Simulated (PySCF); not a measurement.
# CH6BNO2 (SMILES OBNCO) at 6 levels

Wanted: a comparison of 6 runs (HF/STO-3G, HF/3-21G, B3LYP/6-31G*, B2PLYP/def2-SVP, wB97M-V/def2-SVP, SCS-MP2/def2-SVP) of CH6BNO2. Input form: a Python script.

Program for the calculation: PySCF 2.14.0.

1 further run of the same task is left out (set aside as unsound or not needed).

### 1 The structure to begin with

The species is CH6BNO2 (11 atoms), meant as a singlet with charge 0. SMILES: `OBNCO`. The coordinates come from a PBE0-D4/def2-TZVP relaxation. This is a higher conformer, about 10 kJ/mol above the lowest found by a separate search.

Bond lengths: O1–B2 1.362 Å, B2–N3 1.416 Å, N3–C4 1.423 Å, C4–O5 1.424 Å, O1–H6 0.965 Å, B2–H7 1.197 Å, N3–H8 1.004 Å, C4–H9 1.100 Å, C4–H10 1.096 Å, O5–H11 0.962 Å. Some angles: O1–B2–N3 121.8°, B2–N3–C4 124.5°, N3–C4–O5 109.1°, O1–B2–H7 118.8°, N3–B2–H7 119.3°, B2–O1–H6 111.4°, B2–N3–H8 119.6°, C4–N3–H8 115.8°, N3–C4–H9 110.6°, N3–C4–H10 109.5°.

### 2 The energy at HF/STO-3G (run 1)

Input file job.py:

```python
from pyscf import gto, scf

system = gto.M(
    atom='''
O     -0.690317     3.528686     0.990216
B     -0.285349     1.466994     2.476864
N      0.078046    -0.972264     1.439215
C     -0.140785    -1.562992    -1.174087
O      1.575087    -0.030992    -2.571161
H     -0.275711     3.183622    -0.750788
H     -0.256058     1.730800     4.723559
H      0.650066    -2.391826     2.560201
H     -2.070762    -1.188638    -1.848719
H      0.268530    -3.571582    -1.463782
H      1.271219    -0.299522    -4.342969
''',
    verbose=4,
    basis='sto-3g',
    unit='bohr',
    max_memory=1860,
)

mf = scf.RHF(system)
mf.conv_tol = 1e-10
mf.kernel()
if not mf.converged:
    mf = mf.newton().run(mf.mo_coeff, mf.mo_occ)

etot = mf.e_tot
print(f'total energy: {etot:.8f} hartree')
```

Command:

```console
$ OMP_NUM_THREADS=1 python job.py
```

Standard output:

```text
PySCF version 2.14.0

[... 65 lines left out ...]
converged SCF energy = -266.766036592843
total energy: -266.76603659 hartree
```

It took 0.89 s on 1 thread of Intel Xeon at 2.70GHz, shared host; peak memory 0.1 GiB.

### 3 The energy at HF/3-21G (run 2)

Input file input.xyz:

```xyz
11

O     -0.365300     1.867300     0.524000
B     -0.151000     0.776300     1.310700
N      0.041300    -0.514500     0.761600
C     -0.074500    -0.827100    -0.621300
O      0.833500    -0.016400    -1.360600
H     -0.145900     1.684700    -0.397300
H     -0.135500     0.915900     2.499600
H      0.344000    -1.265700     1.354800
H     -1.095800    -0.629000    -0.978300
H      0.142100    -1.890000    -0.774600
H      0.672700    -0.158500    -2.298200
```

Input file calc.py:

```python
# OBNCO
from pyscf import gto

system = gto.M(
    atom='input.xyz',
    charge=0,
    basis='3-21g',
    max_memory=1860,
    verbose=4,
)

myscf = system.RHF()
myscf.conv_tol = 1e-10
myscf.kernel()
if not myscf.converged:
    myscf = myscf.newton().run(myscf.mo_coeff, myscf.mo_occ)

e_final = myscf.e_tot
print('E = %.10f Eh' % e_final)
```

Command:

```console
$ OMP_NUM_THREADS=1 python calc.py
```

Standard output:

```text
PySCF version 2.14.0

[... 67 lines left out ...]
converged SCF energy = -268.802402441357
E = -268.8024024414 Eh
```

It took 1.2 s on 1 thread of Intel Xeon at 2.70GHz, shared host; peak memory 0.13 GiB.

### 4 A single-point energy at B3LYP/6-31G(d) (spherical functions) (run 3)

Input file run.py:

```python
from pyscf import gto, dft

molecule = gto.M(
    atom='''
O     -0.690317     3.528686     0.990216
B     -0.285349     1.466994     2.476864
N      0.078046    -0.972264     1.439215
C     -0.140785    -1.562992    -1.174087
O      1.575087    -0.030992    -2.571161
H     -0.275711     3.183622    -0.750788
H     -0.256058     1.730800     4.723559
H      0.650066    -2.391826     2.560201
H     -2.070762    -1.188638    -1.848719
H      0.268530    -3.571582    -1.463782
H      1.271219    -0.299522    -4.342969
''',
    basis='6-31g*',
    max_memory=1860,
    verbose=3,
    spin=0,
    unit='bohr',
)

mf = dft.RKS(molecule, xc='b3lyp')
mf.conv_tol = 1e-10
mf.grids.level = 5
mf.kernel()
if not mf.converged:
    mf = mf.newton().run(mf.mo_coeff, mf.mo_occ)

e_tot = mf.e_tot
print('E = %.10f Eh' % e_tot)
```

Command:

```console
$ OMP_NUM_THREADS=1 python run.py
```

Standard output:

```text
converged SCF energy = -271.828395000821
E = -271.8283950008 Eh
```

It took 27 s on 1 thread of Intel Xeon at 2.70GHz, shared host; peak memory 0.42 GiB.

Runs 4 to 5 aren't shown in full; the table further down has their settings and results.

### 5 A single-point energy at SCS-MP2/def2-SVP (run 6)

Input file input.py:

```python
from pyscf import gto, scf, mp

molecule = gto.Mole()
molecule.atom = [
    ('O', (-0.365300, 1.867300, 0.524000)),
    ('B', (-0.151000, 0.776300, 1.310700)),
    ('N', (0.041300, -0.514500, 0.761600)),
    ('C', (-0.074500, -0.827100, -0.621300)),
    ('O', (0.833500, -0.016400, -1.360600)),
    ('H', (-0.145900, 1.684700, -0.397300)),
    ('H', (-0.135500, 0.915900, 2.499600)),
    ('H', (0.344000, -1.265700, 1.354800)),
    ('H', (-1.095800, -0.629000, -0.978300)),
    ('H', (0.142100, -1.890000, -0.774600)),
    ('H', (0.672700, -0.158500, -2.298200)),
]
molecule.max_memory = 1860
molecule.spin = 0
molecule.basis = 'def2-svp'
molecule.verbose = 3
molecule.build()

mf = scf.RHF(molecule)
mf.conv_tol = 1e-10
mf.kernel()
if not mf.converged:
    mf = mf.newton().run(mf.mo_coeff, mf.mo_occ)

pt = mp.MP2(mf, frozen=5).run()
e_tot = mf.e_tot + 1.2 * pt.e_corr_os + pt.e_corr_ss / 3
print(f'total energy: {e_tot:.8f} hartree')
```

Command:

```console
$ OMP_NUM_THREADS=1 python input.py
```

Standard output:

```text
converged SCF energy = -270.097972633697
E(RMP2) = -270.863200839141  E_corr = -0.765228205443838
E(SCS-RMP2) = -270.848993093872  E_corr = -0.751020460175154
total energy: -270.84899309 hartree
```

It took 3.9 s on 1 thread of Intel Xeon at 2.70GHz, shared host; peak memory 0.27 GiB.

### 6 All runs side by side

| run | level | integration grid | frozen core orbitals | energy (Eh) | dipole moment (D) of the reference | HOMO energy (eV) | LUMO energy (eV) | wall time |
| --- | --- | --- | --- | --- | --- | --- | --- | --- |
| 1 | HF/STO-3G | – | – | -266.766037 | 3.34 | -8.63 | 9.97 | 0.89 s |
| 2 | HF/3-21G | – | – | -268.802402 | 4.73 | -10.84 | 5.62 | 1.2 s |
| 3 | B3LYP/6-31G* (spherical functions) | 5 | – | -271.828395 | 3.97 | -6.97 | 1.22 | 27 s |
| 4 | B2PLYP/def2-SVP | 5 | 5 | -271.375942 | 4.07 | -8.73 | 2.14 | 29 s |
| 5 | wB97M-V/def2-SVP | 5 | – | -271.535679 | 4.03 | -9.77 | 2.77 | 2.6 min |
| 6 | SCS-MP2/def2-SVP | – | 5 | -270.848993 | 4.17 | -11.04 | 4.22 | 3.9 s |

### 7 Summary of results

```
                                          quantity          value
                               run 6: total energy  -270.84899 Eh
       run 6: dipole moment (Hartree–Fock density)         4.17 D
        run 6: HOMO energy (Hartree–Fock orbitals)      -11.04 eV
        run 6: LUMO energy (Hartree–Fock orbitals)        4.22 eV
      run 6: HOMO–LUMO gap (Hartree–Fock orbitals)       15.26 eV
run 6: correlation energy (5 core orbitals frozen)     -751.0 mEh
```

Over runs 1, 2, 3, 4, 5 the dipole moment (its size) runs from 3.34 D (HF/STO-3G) to 4.73 D (HF/3-21G). Over runs 1, 2, 3, 4, 5 the HOMO–LUMO gap runs from 8.18 eV (B3LYP/6-31G*) to 18.60 eV (HF/STO-3G). The two ends differ in method and basis. Totals of different functionals can't be ranked against each other. In run 1 the basis is minimal, so the values are rough. All runs together took 3.6 min, the longest 2.6 min.
